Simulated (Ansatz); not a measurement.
**BH5OSeSn: one molecule under many settings**

Aim: run BH5OSeSn under a spread of inputs, and see what each costs and gives.

Computed with Ansatz 0.2.0, Gaussian basis. Level: the settings change from run to run.

1 further run of the same task is left out (for a known fault of the program). Runs told in other sessions of the task aren't counted.

## Step 1: The relaxed structure

An earlier PBE0-D4 in a triple-zeta def2 set relaxation fixed the geometry. Sn takes a core potential in def2 sets; no spin-orbit term is included.

SMILES `O[B]([SeH])[SnH3]`, 9 atoms, charge 0, spin multiplicity 1.

Atoms are counted from 1 here; the program's logs count them from 0.

Bond lengths: O1–B2 1.353 Å, O1–H5 0.961 Å, B2–Se3 1.941 Å, B2–Sn4 2.269 Å, Se3–H6 1.472 Å, Sn4–H7 1.718 Å, Sn4–H8 1.706 Å, Sn4–H9 1.707 Å. Angles: B2–O1–H5 114.3°, O1–B2–Se3 118.8°, O1–B2–Sn4 122.5°, Se3–B2–Sn4 118.7°, B2–Se3–H6 95.8°, B2–Sn4–H7 108.0°, B2–Sn4–H8 113.1°, B2–Sn4–H9 112.8°, H7–Sn4–H8 107.6°, H7–Sn4–H9 107.4°, H8–Sn4–H9 107.7°.

Coordinates:

```xyz
9
charge 0, multiplicity 1
O     0.3384    1.3566   -1.2019
B     0.5206    0.5334   -0.1438
Se    2.0922    0.7734    0.9693
Sn   -0.9432   -1.1193    0.3806
H    -0.4571    1.1780   -1.7102
H     2.6388    1.9120    0.2128
H    -2.1543   -1.1604   -0.8367
H    -0.2175   -2.6625    0.4398
H    -1.7294   -0.8578    1.8730
```

## Step 2: SVWN5/x2c-TZVPPall

This run has atoms shaken by 0.15 Å, a point charge of 1.00 e beside it.

Contents of in.yaml:

```yaml
crystal:
  periodic: [false, false, false]
  atoms:
    - {symbol: O, position_ang: [0.744916, 1.076097, -0.941005]}
    - {symbol: B, position_ang: [0.399562, 0.751283, -0.132100]}
    - {symbol: Se, position_ang: [2.183545, 0.930852, 1.012888]}
    - {symbol: Sn, position_ang: [-0.812504, -1.309122, 0.323242]}
    - {symbol: H, position_ang: [-0.483311, 0.961862, -1.759137]}
    - {symbol: H, position_ang: [2.678222, 1.590600, 0.310112]}
    - {symbol: H, position_ang: [-2.311544, -1.020489, -0.749805]}
    - {symbol: H, position_ang: [-0.312795, -2.838267, 0.535762]}
    - {symbol: H, position_ang: [-1.574499, -0.828764, 1.875336]}
basis:
  gaussian: {orbitals: x2c-TZVPPall, point_charges: [{charge: 1.00, position_ang: [6.574, -0.308, -0.077]}]}
hamiltonian: {xc: {name: SVWN5}}
output: {forces: true}
```

The run is started by

```bash
$ ansatz run in.yaml --threads 4 --pin off --events-out ev --progress --plain --max-ram 10444MiB
```

Log, cut to the lines that bear on the results:

```text
Functional definition: SVWN5
  name "SVWN5"
  cite "Dirac, Proc. Camb. Phil. Soc. 26, 376 (1930) doi:10.1017/S0305004100016108"
  cite "Slater, Phys. Rev. 81, 385 (1951) doi:10.1103/PhysRev.81.385"
  cite "Vosko, Wilk & Nusair, Can. J. Phys. 58, 1200 (1980) doi:10.1139/p80-159"
[...]
1563 factors; their error is unknown
[...]
mean field -236706.81765269 eV, -8698.8151030925 hartree, gradient 2.3e-5 eV, S^2 0.000000; 1 other end points of the search recorded, 0 dependent functions left out
[...]
reference -236706.81769340 eV, -8698.8151045887 hartree; 51, 51 occupied and 189, 189 virtual orbitals, 1563 factors
Total energy: -236706.81769340 eV, -8698.8151045887 hartree
Relativity: scalar
Atom 0 at     0.744916     1.076097    -0.941005 Å, force    18.793797    22.759609   -57.457287 eV/Å
Atom 1 at     0.399562     0.751283    -0.132100 Å, force   -21.229009   -24.614569    55.397732 eV/Å
Atom 2 at     2.183545     0.930852     1.012888 Å, force    -9.612330   -13.885012    15.933616 eV/Å
Atom 3 at    -0.812504    -1.309122     0.323242 Å, force    -2.009328     3.168726     0.728377 eV/Å
Atom 4 at    -0.483311     0.961862    -1.759137 Å, force     2.006915     0.481827     0.388876 eV/Å
Atom 5 at     2.678222     1.590600     0.310112 Å, force    10.077018    13.888123   -14.725576 eV/Å
Atom 6 at    -2.311544    -1.020489    -0.749805 Å, force     1.238994    -0.268367     0.421234 eV/Å
Atom 7 at    -0.312795    -2.838267     0.535762 Å, force     0.540289    -1.088154    -0.121901 eV/Å
Atom 8 at    -1.574499    -0.828764     1.875336 Å, force     0.311119    -0.448538    -0.616534 eV/Å
Dipole moment:    -0.582732    -0.036431    -0.492517 e Å
```

It took 3.4 s on 4 threads of Arm Neoverse V1, shared host; peak memory 0.37 GiB.

Largest force 64.595 eV/Å, dipole 3.67 D.

## Step 3: B3LYP/def2-TZVP

This run has D3(BJ) with three-body dispersion, relativity set to none.

Contents of in.yaml:

```yaml
crystal:
  periodic: [false, false, false]
  atoms:
    - {symbol: O, position_ang: [0.338408, 1.356627, -1.201949]}
    - {symbol: B, position_ang: [0.520631, 0.533439, -0.143794]}
    - {symbol: Se, position_ang: [2.092250, 0.773429, 0.969314]}
    - {symbol: Sn, position_ang: [-0.943172, -1.119252, 0.380593]}
    - {symbol: H, position_ang: [-0.457100, 1.178024, -1.710200]}
    - {symbol: H, position_ang: [2.638783, 1.912012, 0.212774]}
    - {symbol: H, position_ang: [-2.154297, -1.160369, -0.836687]}
    - {symbol: H, position_ang: [-0.217490, -2.662529, 0.439801]}
    - {symbol: H, position_ang: [-1.729414, -0.857783, 1.873048]}
basis:
  gaussian: {orbitals: def2-TZVP}
hamiltonian: {xc: {name: B3LYP}, dispersion: d3bjatm, pseudopotentials: {relativity: none}}
```

Launched as before.

Log, cut to the lines that bear on the results:

```text
Functional definition: B3LYP
  name "B3LYP"
  cite "Stephens, Devlin, Chabalowski & Frisch, J. Phys. Chem. 98, 11623 (1994) doi:10.1021/j100096a001"
  cite "Becke, Phys. Rev. A 38, 3098 (1988) doi:10.1103/PhysRevA.38.3098"
  cite "Lee, Yang & Parr, Phys. Rev. B 37, 785 (1988) doi:10.1103/PhysRevB.37.785"
  cite "Vosko, Wilk & Nusair, Can. J. Phys. 58, 1200 (1980) doi:10.1139/p80-159"
[...]
1381 factors; their error is unknown
[...]
mean field -73991.48005939 eV, -2719.1367389562 hartree, gradient 5.8e-5 eV, S^2 0.000000; 0 other end points of the search recorded, 0 dependent functions left out
reference -73991.48036416 eV, -2719.1367501560 hartree; 37, 37 occupied and 153, 153 virtual orbitals, 1381 factors
Total energy: -73991.86856475 eV, -2719.1510162649 hartree
```

Wall time 2.5 s (4 threads of Arm Neoverse V1, shared host); peak memory 0.43 GiB.

## Step 4: B2GP-PLYP/def2-SVPD

Set apart from the defaults: high accuracy.

in.yaml: that of step 3 with these lines changed.

```diff
@@ -13,3 +13,5 @@
 basis:
-  gaussian: {orbitals: def2-TZVP}
-hamiltonian: {xc: {name: B3LYP}, dispersion: d3bjatm, pseudopotentials: {relativity: none}}
+  gaussian: {orbitals: def2-SVPD}
+hamiltonian: {xc: {name: B2GP-PLYP}}
+accuracy: high
+output: {forces: true}
```

The command is unchanged.

Log, cut to the lines that bear on the results:

```text
Functional definition: B2GP-PLYP
  name "B2GP-PLYP"
  cite "Karton, Tarnopolsky, Lamère, Schatz & Martin, J. Phys. Chem. A 112, 12868 (2008) doi:10.1021/jp801805p"
  cite "Becke, Phys. Rev. A 38, 3098 (1988) doi:10.1103/PhysRevA.38.3098"
  cite "Lee, Yang & Parr, Phys. Rev. B 37, 785 (1988) doi:10.1103/PhysRevB.37.785"
[...]
3247 factors; integrals over basis functions are off by at most 4.7e-9 eV
[...]
mean field -73942.53167495 eV, -2717.3379190063 hartree, gradient 2.1e-8 eV, S^2 0.000000; 0 other end points of the search recorded, 0 dependent functions left out
15 core orbitals not correlated: weight in the atoms' cores, before any rotation towards them, 1.000 or more for the frozen orbitals, at most 0.000 for the correlated occupied ones
reference -73942.53169709 eV, -2717.3379198198 hartree; 22, 22 occupied and 119, 119 virtual orbitals, 3247 factors
second order -20.66754343 eV of doubles, -0.00000000 eV of singles
[...]
Total energy: -73949.97201272 eV, -2717.6113463762 hartree
Atom 0 at     0.338408     1.356627    -1.201949 Å, force    -0.031610     0.112986    -0.150859 eV/Å
Atom 1 at     0.520631     0.533439    -0.143794 Å, force     0.033927    -0.098089     0.135886 eV/Å
Atom 2 at     2.092250     0.773429     0.969314 Å, force     0.175267     0.128016     0.013364 eV/Å
Atom 3 at    -0.943172    -1.119252     0.380593 Å, force    -0.131318    -0.116280     0.012980 eV/Å
Atom 4 at    -0.457100     1.178024    -1.710200 Å, force    -0.024266     0.041489    -0.068477 eV/Å
Atom 5 at     2.638783     1.912012     0.212774 Å, force    -0.031906    -0.072209     0.052132 eV/Å
Atom 6 at    -2.154297    -1.160369    -0.836687 Å, force    -0.004517     0.003131    -0.007885 eV/Å
Atom 7 at    -0.217490    -2.662529     0.439801 Å, force     0.015883    -0.009534    -0.002153 eV/Å
Atom 8 at    -1.729414    -0.857783     1.873048 Å, force    -0.001458     0.010489     0.015012 eV/Å
Dipole moment:    -0.132740     0.119535    -0.247941 e Å
```

It took 32 s on 4 threads of Arm Neoverse V1, shared host; peak memory 0.94 GiB.

Largest force 0.217 eV/Å, dipole 1.47 D.

## Step 5: r2SCAN0/def2-mTZVP

Options: coordinates scaled by 0.96, high accuracy, the search for lower states set to light.

Contents of in.yaml:

```yaml
crystal:
  periodic: [false, false, false]
  atoms:
    - {symbol: O, position_ang: [0.324872, 1.302362, -1.153871]}
    - {symbol: B, position_ang: [0.499806, 0.512101, -0.138042]}
    - {symbol: Se, position_ang: [2.008560, 0.742492, 0.930542]}
    - {symbol: Sn, position_ang: [-0.905445, -1.074482, 0.365370]}
    - {symbol: H, position_ang: [-0.438816, 1.130904, -1.641792]}
    - {symbol: H, position_ang: [2.533232, 1.835532, 0.204263]}
    - {symbol: H, position_ang: [-2.068125, -1.113954, -0.803220]}
    - {symbol: H, position_ang: [-0.208790, -2.556027, 0.422209]}
    - {symbol: H, position_ang: [-1.660238, -0.823472, 1.798126]}
basis:
  gaussian: {orbitals: def2-mTZVP}
hamiltonian: {xc: {name: r2SCAN0}}
accuracy: high
scf: {lower_state_search: light}
output: {forces: true}
```

The command is unchanged.

Log, cut to the lines that bear on the results:

```text
Functional definition: r2SCAN0
  name "r2SCAN0"
  cite "Bursch, Neugebauer, Ehlert & Grimme, J. Chem. Phys. 156, 134105 (2022) doi:10.1063/5.0086040"
  cite "Furness, Kaplan, Ning, Perdew & Sun, J. Phys. Chem. Lett. 11, 8208 (2020) doi:10.1021/acs.jpclett.0c02405"
  cite "Furness, Kaplan, Ning, Perdew & Sun, J. Phys. Chem. Lett. 11, 9248 (2020) doi:10.1021/acs.jpclett.0c03077"
  parent r2scan
[...]
2667 factors; integrals over basis functions are off by at most 8.8e-9 eV
[...]
mean field -73986.46816876 eV, -2718.9525553727 hartree, gradient 7.3e-8 eV, S^2 0.000000; 0 other end points of the search recorded, 0 dependent functions left out
[...]
reference -73986.46816970 eV, -2718.9525554073 hartree; 37, 37 occupied and 93, 93 virtual orbitals, 2667 factors
Total energy: -73986.46816970 eV, -2718.9525554073 hartree
Atom 0 at     0.324872     1.302362    -1.153871 Å, force     1.236480     2.044934    -1.135529 eV/Å
Atom 1 at     0.499806     0.512101    -0.138042 Å, force    -0.095675    -1.125375     1.144328 eV/Å
Atom 2 at     2.008560     0.742492     0.930542 Å, force     0.878355    -0.911756     1.755090 eV/Å
Atom 3 at    -0.905445    -1.074482     0.365370 Å, force     0.040971    -0.001540     0.035448 eV/Å
Atom 4 at    -0.438816     1.130904    -1.641792 Å, force    -1.814112    -0.268904    -1.311690 eV/Å
Atom 5 at     2.533232     1.835532     0.204263 Å, force     0.575667     1.136650    -0.727015 eV/Å
Atom 6 at    -2.068125    -1.113954    -0.803220 Å, force    -0.757902    -0.036243    -0.746710 eV/Å
Atom 7 at    -0.208790    -2.556027     0.422209 Å, force     0.444482    -0.987928     0.041381 eV/Å
Atom 8 at    -1.660238    -0.823472     1.798126 Å, force    -0.508267     0.150161     0.944698 eV/Å
Dipole moment:    -0.123802     0.157917    -0.280975 e Å
```

Run time: 13 s. Hardware: 4 threads of Arm Neoverse V1, shared host; peak memory 0.74 GiB.

Largest force 2.646 eV/Å, dipole 1.66 D.

## Step 6: PBE/def2-TZVPD

Set apart from the defaults: coordinates scaled by 0.92, D4 dispersion, the search for lower states set to off.

Contents of in.yaml:

```yaml
crystal:
  periodic: [false, false, false]
  atoms:
    - {symbol: O, position_ang: [0.311336, 1.248097, -1.105793]}
    - {symbol: B, position_ang: [0.478981, 0.490764, -0.132290]}
    - {symbol: Se, position_ang: [1.924870, 0.711555, 0.891769]}
    - {symbol: Sn, position_ang: [-0.867718, -1.029711, 0.350146]}
    - {symbol: H, position_ang: [-0.420532, 1.083783, -1.573384]}
    - {symbol: H, position_ang: [2.427681, 1.759051, 0.195752]}
    - {symbol: H, position_ang: [-1.981953, -1.067539, -0.769752]}
    - {symbol: H, position_ang: [-0.200090, -2.449526, 0.404617]}
    - {symbol: H, position_ang: [-1.591061, -0.789160, 1.723204]}
basis:
  gaussian: {orbitals: def2-TZVPD}
hamiltonian: {xc: {name: PBE}, dispersion: d4}
scf: {lower_state_search: off}
```

The command is unchanged.

Log, cut to the lines that bear on the results:

```text
Functional definition: PBE
  name "PBE"
  cite "Perdew, Burke & Ernzerhof, Phys. Rev. Lett. 77, 3865 (1996) doi:10.1103/PhysRevLett.77.3865"
  parent pbe
[...]
1431 factors; their error is unknown
[...]
mean field -73972.94502070 eV, -2718.4555888476 hartree, gradient 3.7e-6 eV, S^2 0.000000; 0 other end points of the search recorded, 0 dependent functions left out
reference -73972.94509610 eV, -2718.4555916185 hartree; 37, 37 occupied and 198, 198 virtual orbitals, 1431 factors
Total energy: -73973.17526186 eV, -2718.4640500542 hartree
Checks for a lower state left out: stability, starts, cluster_reference, orbital_swaps, neighbouring_geometries, increment
```

Run time: 1.6 s. Hardware: 4 threads of Arm Neoverse V1, shared host; peak memory 0.34 GiB.

## Step 7: B2GP-PLYP/def2-TZVP

This run has charge +1, multiplicity 2.

Contents of in.yaml:

```yaml
crystal:
  periodic: [false, false, false]
  atoms:
    - {symbol: O, position_ang: [0.338408, 1.356627, -1.201949]}
    - {symbol: B, position_ang: [0.520631, 0.533439, -0.143794]}
    - {symbol: Se, position_ang: [2.092250, 0.773429, 0.969314]}
    - {symbol: Sn, position_ang: [-0.943172, -1.119252, 0.380593]}
    - {symbol: H, position_ang: [-0.457100, 1.178024, -1.710200]}
    - {symbol: H, position_ang: [2.638783, 1.912012, 0.212774]}
    - {symbol: H, position_ang: [-2.154297, -1.160369, -0.836687]}
    - {symbol: H, position_ang: [-0.217490, -2.662529, 0.439801]}
    - {symbol: H, position_ang: [-1.729414, -0.857783, 1.873048]}
basis:
  gaussian: {orbitals: def2-TZVP}
total_charge: 1
magnetization: {spin_polarized: true, initial_magnetization: 1}
hamiltonian: {xc: {name: B2GP-PLYP}}
```

The command is unchanged.

Log, cut to the lines that bear on the results:

```text
Functional definition: B2GP-PLYP
  name "B2GP-PLYP"
  cite "Karton, Tarnopolsky, Lamère, Schatz & Martin, J. Phys. Chem. A 112, 12868 (2008) doi:10.1021/jp801805p"
  cite "Becke, Phys. Rev. A 38, 3098 (1988) doi:10.1103/PhysRevA.38.3098"
  cite "Lee, Yang & Parr, Phys. Rev. B 37, 785 (1988) doi:10.1103/PhysRevB.37.785"
[...]
1464 factors; integrals over basis functions are off by at most 1.2e-3 eV
[...]
mean field -73944.61055488 eV, -2717.4143164346 hartree, gradient 5.5e-6 eV, S^2 0.757789; 3 other end points of the search recorded, 0 dependent functions left out
15 core orbitals not correlated: weight in the atoms' cores, before any rotation towards them, 1.000 or more for the frozen orbitals, at most 0.000 for the correlated occupied ones
reference -73944.61069139 eV, -2717.4143214514 hartree; 22, 21 occupied and 153, 154 virtual orbitals, 1464 factors
second order -27.97834499 eV of doubles, -0.00000000 eV of singles
Total energy: -73954.68289559 eV, -2717.7844681284 hartree
```

Wall time 18 s (4 threads of Arm Neoverse V1, shared host); peak memory 0.77 GiB.

⟨S²⟩ 0.758.

## Step 8: CAM-B3LYP/x2c-TZVPPall

This run has D3(BJ) dispersion, the search for lower states set to full.

in.yaml: that of step 7 with these lines changed.

```diff
@@ -13,5 +13,5 @@
 basis:
-  gaussian: {orbitals: def2-TZVP}
-total_charge: 1
-magnetization: {spin_polarized: true, initial_magnetization: 1}
-hamiltonian: {xc: {name: B2GP-PLYP}}
+  gaussian: {orbitals: x2c-TZVPPall}
+hamiltonian: {xc: {name: CAM-B3LYP}, dispersion: d3bj}
+scf: {lower_state_search: full}
+output: {forces: true}
```

Launched as before.

Log, cut to the lines that bear on the results:

```text
Functional definition: CAM-B3LYP
  name "CAM-B3LYP"
  cite "Yanai, Tew & Handy, Chem. Phys. Lett. 393, 51 (2004) doi:10.1016/j.cplett.2004.06.011"
  cite "Iikura, Tsuneda, Yanai & Hirao, J. Chem. Phys. 115, 3540 (2001) doi:10.1063/1.1383587"
  cite "Becke, Phys. Rev. A 38, 3098 (1988) doi:10.1103/PhysRevA.38.3098"
  cite "Lee, Yang & Parr, Phys. Rev. B 37, 785 (1988) doi:10.1103/PhysRevB.37.785"
  cite "Vosko, Wilk & Nusair, Can. J. Phys. 58, 1200 (1980) doi:10.1139/p80-159"
[...]
  # Exact exchange under (alpha + beta erf(omega r))/r, Becke's under what is left of 1/r.
[...]
1668 factors; their error is unknown
332 factors; integrals over basis functions are off by at most 1.2e-5 eV
[...]
mean field -237016.57335358 eV, -8710.1984151404 hartree, gradient 4.7e-5 eV, S^2 0.000000; 0 other end points of the search recorded, 0 dependent functions left out
[...]
Total energy: -237016.76739990 eV, -8710.2055462113 hartree
Relativity: scalar
Atom 0 at     0.338408     1.356627    -1.201949 Å, force    -0.069107    -0.127100     0.076336 eV/Å
Atom 1 at     0.520631     0.533439    -0.143794 Å, force     0.073461     0.059116     0.000524 eV/Å
Atom 2 at     2.092250     0.773429     0.969314 Å, force     0.002298     0.119608    -0.128132 eV/Å
Atom 3 at    -0.943172    -1.119252     0.380593 Å, force    -0.060418    -0.038604    -0.008815 eV/Å
Atom 4 at    -0.457100     1.178024    -1.710200 Å, force     0.056008     0.047226    -0.003310 eV/Å
Atom 5 at     2.638783     1.912012     0.212774 Å, force    -0.060948    -0.117179     0.074975 eV/Å
Atom 6 at    -2.154297    -1.160369    -0.836687 Å, force     0.041205     0.002751     0.040136 eV/Å
Atom 7 at    -0.217490    -2.662529     0.439801 Å, force    -0.014858     0.055738    -0.004025 eV/Å
Atom 8 at    -1.729414    -0.857783     1.873048 Å, force     0.032358    -0.001556    -0.047690 eV/Å
Dipole moment:    -0.133022     0.118022    -0.246250 e Å
```

It took 9 s on 4 threads of Arm Neoverse V1, shared host; peak memory 1.1 GiB.

Largest force 0.175 eV/Å, dipole 1.46 D.

## Step 9: r2SCAN50/STO-3G

Options: charge -1, multiplicity 2, atoms shaken by 0.03 Å, D3(BJ) dispersion.

Contents of in.yaml:

```yaml
crystal:
  periodic: [false, false, false]
  atoms:
    - {symbol: O, position_ang: [0.276641, 1.379008, -1.171086]}
    - {symbol: B, position_ang: [0.571883, 0.519192, -0.129780]}
    - {symbol: Se, position_ang: [2.093706, 0.767926, 0.990937]}
    - {symbol: Sn, position_ang: [-0.941685, -1.043513, 0.414235]}
    - {symbol: H, position_ang: [-0.486461, 1.213186, -1.664012]}
    - {symbol: H, position_ang: [2.642521, 1.923715, 0.197604]}
    - {symbol: H, position_ang: [-2.244674, -1.153653, -0.806610]}
    - {symbol: H, position_ang: [-0.287495, -2.676941, 0.394693]}
    - {symbol: H, position_ang: [-1.693618, -0.877860, 1.892769]}
basis:
  gaussian: {orbitals: STO-3G}
total_charge: -1
magnetization: {spin_polarized: true, initial_magnetization: 1}
hamiltonian: {xc: {name: r2SCAN50}, dispersion: d3bj}
```

Same command.

Log, cut to the lines that bear on the results:

```text
Warning: the engine holds no damping parameters fitted to this dispersion correction and functional, so the run takes those fitted to r2scan50 beside the three-body term, which d3bj leaves out (hamiltonian.dispersion, under Limitations)
Functional definition: r2SCAN50
  name "r2SCAN50"
  cite "Bursch, Neugebauer, Ehlert & Grimme, J. Chem. Phys. 156, 134105 (2022) doi:10.1063/5.0086040"
  cite "Furness, Kaplan, Ning, Perdew & Sun, J. Phys. Chem. Lett. 11, 8208 (2020) doi:10.1021/acs.jpclett.0c02405"
  cite "Furness, Kaplan, Ning, Perdew & Sun, J. Phys. Chem. Lett. 11, 9248 (2020) doi:10.1021/acs.jpclett.0c03077"
  parent r2scan
[...]
755 factors; integrals over basis functions are off by at most 3.6e-5 eV
[...]
mean field -229728.30287862 eV, -8442.3594153530 hartree, gradient 4.6e-5 eV, S^2 0.757400; 0 other end points of the search recorded, 0 dependent functions left out
reference -229728.30288296 eV, -8442.3594155122 hartree; 52, 51 occupied and 8, 9 virtual orbitals, 755 factors
Total energy: -229728.38427805 eV, -8442.3624067266 hartree
```

Wall time 2.9 s (4 threads of Arm Neoverse V1, shared host); peak memory 0.32 GiB.

⟨S²⟩ 0.757.

## Step 10: The runs in one table

```
                 level  charge  multiplicity              geometry  functions  energy (eV)   time
    SVWN5/x2c-TZVPPall       0             1  shaken, point charge        240  -236706.818  3.4 s
       B3LYP/def2-TZVP       0             1               relaxed        190   -73991.869  2.5 s
   B2GP-PLYP/def2-SVPD       0             1               relaxed        156   -73949.972   32 s
    r2SCAN0/def2-mTZVP       0             1                scaled        130   -73986.468   13 s
        PBE/def2-TZVPD       0             1                scaled        235   -73973.175  1.6 s
   B2GP-PLYP/def2-TZVP       1             2               relaxed        190   -73954.683   18 s
CAM-B3LYP/x2c-TZVPPall       0             1               relaxed        240  -237016.767    9 s
       r2SCAN50/STO-3G      -1             2                shaken         60  -229728.384  2.9 s
```

## Step 11: What came out

| quantity | value |
| --- | --- |
| runs | 8 |
| quickest | PBE/def2-TZVPD, 1.6 s |
| slowest | B2GP-PLYP/def2-SVPD, 32 s |
| spread of total energies, same state and geometry | 163066.8 eV |
| dipole, same state and geometry | 1.46 to 1.47 D |

Run time spans a factor of 20, from PBE/def2-TZVPD to B2GP-PLYP/def2-SVPD. The jobs differ in tasks and options as well as level. Total energies at one charge and spin differ by 163067 eV between levels, so only differences within one level mean anything. Some of these runs are scalar-relativistic and others not, which shifts the totals of all-electron atoms past neon by several eV an atom and more; core potentials, where a basis has them, take the core out of the total altogether. At the PBE0-D4/def2-TZVP geometry and in the same state, the sound runs without point charges leave forces up to 0.22 eV/Å (B2GP-PLYP/def2-SVPD), against 2.6 eV/Å where the atoms were moved.
